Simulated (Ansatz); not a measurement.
**CH5BSSi: ionisation energy by level of theory**

One table from this session's results is given with a row withheld; the runs are named, their logs left out.

Method: unrestricted cation, the program's frozen cores in correlated methods; program: Ansatz 0.2.0, Gaussian basis.

The runs, in order: UKS PBE-D4/def2-TZVPP; UKS r2SCAN-D4/def2-TZVPP; UKS PBE0-D4/def2-TZVPP; UKS B3LYP-D4/def2-TZVPP; UKS wB97X-V/def2-TZVPP; UKS wB97M-V/def2-TZVPP; UKS B2PLYP/def2-TZVPP; UHF-MP2/def2-TZVPP; UHF-MP2/def2-QZVPP; then −ε(HOMO) from the neutral's earlier runs with LDA (SPW92), PBE-D4, revPBE-D4, BLYP-D4, r2SCAN-D4, B97M-V, PBE0-D4, B3LYP-D4, r2SCANh-D4, r2SCAN0-D4, HSE06-D4, BHLYP-D4, CAM-B3LYP-D4, LC-ωPBE, ωB97X-V, ωB97M-V.

1 further run of the same task is left out (it didn't finish).

**Structure used throughout**

All runs share one geometry, relaxed beforehand with PBE0-D4 in a triple-zeta def2 set.

9 atoms, charge 0, spin multiplicity 1.

Atoms are counted from 1 here; the program's logs count them from 0.

Bond lengths: C1–Si2 1.864 Å, C1–H5 1.091 Å, C1–H6 1.094 Å, C1–H7 1.092 Å, Si2–B3 1.931 Å, Si2–S4 2.172 Å, Si2–H8 1.484 Å, B3–S4 1.770 Å, B3–H9 1.185 Å. Angles: Si2–C1–H5 110.6°, Si2–C1–H6 109.9°, Si2–C1–H7 111.0°, H5–C1–H6 108.4°, H5–C1–H7 108.8°, H6–C1–H7 108.0°, C1–Si2–B3 125.6°, C1–Si2–S4 116.2°, C1–Si2–H8 111.9°, B3–Si2–S4 50.7°, B3–Si2–H8 121.7°, S4–Si2–H8 112.4°, Si2–B3–S4 71.7°, Si2–B3–H9 156.3°, S4–B3–H9 132.0°, Si2–S4–B3 57.6°.

Set-up of the first run:

in.yaml

```yaml
crystal:
  periodic: [false, false, false]
  atoms:
    - {symbol: C, position_ang: [-0.467593, 1.367558, -0.015481]}
    - {symbol: Si, position_ang: [0.214297, -0.287679, -0.533463]}
    - {symbol: B, position_ang: [0.871448, -1.656192, 0.659488]}
    - {symbol: S, position_ang: [-0.808574, -2.035654, 0.251648]}
    - {symbol: H, position_ang: [-0.682505, 1.376863, 1.054127]}
    - {symbol: H, position_ang: [0.262244, 2.153750, -0.227910]}
    - {symbol: H, position_ang: [-1.384327, 1.600781, -0.561501]}
    - {symbol: H, position_ang: [0.423488, -0.364860, -2.000935]}
    - {symbol: H, position_ang: [1.660120, -2.200966, 1.356726]}
basis:
  gaussian: {orbitals: def2-TZVPP}
total_charge: 1
magnetization: {spin_polarized: true, initial_magnetization: 1}
hamiltonian: {xc: pbe, dispersion: d4}
```

Among the steps run: Cation, UKS PBE-D4/def2-TZVPP; Cation, UKS r2SCAN-D4/def2-TZVPP; Cation, UKS PBE0-D4/def2-TZVPP; Cation, UKS B3LYP-D4/def2-TZVPP; Cation, UKS wB97X-V/def2-TZVPP; Cation, UKS wB97M-V/def2-TZVPP; Cation, UKS B2PLYP (frozen core)/def2-TZVPP; Cation, UHF-MP2/def2-TZVPP; Cation, UHF-MP2/def2-QZVPP.

One table of the session follows, with a row left open; its other results are not shown here.

Orbital estimates, from the neutral's runs:

```
  functional  −ε(HOMO) (eV)
 LDA (SPW92)           6.04
      PBE-D4           5.92
   revPBE-D4           5.88
     BLYP-D4              ?
   r2SCAN-D4           6.13
      B97M-V           6.16
     PBE0-D4           7.00
    B3LYP-D4           6.79
  r2SCANh-D4           6.52
  r2SCAN0-D4           7.12
    HSE06-D4           6.60
    BHLYP-D4           7.94
CAM-B3LYP-D4           8.25
     LC-ωPBE           9.55
     ωB97X-V           9.22
     ωB97M-V           9.03
```

**Question.** Estimate the row for BLYP-D4.

Worked estimate for «−ε(HOMO) (eV)». Against the share of exact exchange, B3LYP-D4 (0.2, 6.79), BHLYP-D4 (0.5, 7.94) give a slope of 3.83 per unit share; at 0 the line stands at 6.02.

**Answer.** −ε(HOMO) (eV): 5.77. In «−ε(HOMO) (eV)» the line misses by +0.25.
